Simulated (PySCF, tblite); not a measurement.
# C3H4BO4−: geometry, infrared bands and NMR shifts

Aim: predict the infrared bands and NMR shifts of C3H4BO4− (`C[BH-]1OC(=O)C(=O)O1`).

Programs: tblite 0.8.0 and PySCF 2.14.0, with density-fitted response routines of our own. Each step states its level of theory. These are calculated values for one molecule in the gas phase, unless marked as measured. Atoms are numbered from 0 throughout.

### 1 Starting geometry

12 atoms, charge -1, multiplicity 1; geometry from: force field or distance geometry start.

Bonds of the start (Å): C0–B1 1.58, B1–O2 1.52, O2–C3 1.38, C3–O4 1.25, C3–C5 1.44, C5–O6 1.26, C5–O7 1.38, O7–B1 1.52, C0–H8 1.11, C0–H9 1.10, C0–H10 1.11, B1–H11 1.21.

### 2 Optimising the geometry with GFN2-xTB

The job: settings as JSON, then the geometry in Å.

```
{"job": {"kind": "relax", "xc": "GFN2-xTB", "basis": "xTB"}, "charge": -1, "multiplicity": 1}
C     -1.731300    -0.164000    -0.412600
B     -0.448700    -0.410300     0.481900
O      0.646100    -1.088100    -0.316500
C      1.731700    -0.232400    -0.347500
O      2.811900    -0.498700    -0.923500
C      1.440700     0.955600     0.405700
O      2.233500     1.926100     0.577300
O      0.167500     0.903700     0.923700
H     -2.505900     0.367200     0.184900
H     -1.473900     0.454100    -1.290100
H     -2.153400    -1.134900    -0.757300
H     -0.717000    -1.079000     1.448100
```

Run with:

```bash
$ OMP_NUM_THREADS=1 python probes_run.py task.json out
```

This one command runs all jobs of the session in turn.

**Question.** This job is followed by: GFN2-xTB harmonic vibrations, gas phase; GIAO PBE0/pcSseg-1 NMR shielding, non-relativistic, gas phase. Predict these results of the whole session: strongest single infrared mode (GFN2-xTB); zero-point energy (GFN2-xTB); 13C shifts against TMS (PBE0/pcSseg-1, means over atoms taken as alike); 1H shifts against TMS (PBE0/pcSseg-1, means over atoms taken as alike); 11B shifts against BF3·OEt2 (PBE0/pcSseg-1); 17O shifts against H2O (PBE0/pcSseg-1, means over atoms taken as alike).

**Answer**, as computed:

| quantity | value |
| --- | --- |
| strongest single infrared mode (GFN2-xTB) | 1773 cm⁻¹, 1079 km/mol |
| zero-point energy (GFN2-xTB) | 47.6 kcal/mol |
| 13C shifts against TMS (PBE0/pcSseg-1, means over atoms taken as alike) | 168.8, 8.7 ppm |
| 1H shifts against TMS (PBE0/pcSseg-1, means over atoms taken as alike) | 3.67, -0.54 ppm |
| 11B shifts against BF3·OEt2 (PBE0/pcSseg-1) | 1.5 ppm |
| 17O shifts against H2O (PBE0/pcSseg-1, means over atoms taken as alike) | 387.2, 265.3 ppm |

The optimisation took 32 steps and gained 0.552 eV; among the close pairs (by a distance rule), C3–C5 changed most, from 1.436 to 1.541 Å. All 30 modes are real, so the xTB geometry is a minimum. The strongest single mode, at 1773 cm⁻¹, is carried by C3, C5, O4, O6. Unscaled tight-binding wavenumbers are off by several per cent, some by more. Its intensities can rank the bands wrongly. At PBE0/pcSseg-1: The largest span, 614 ppm, is at O4, O6, where the paramagnetic term is -450 ppm.
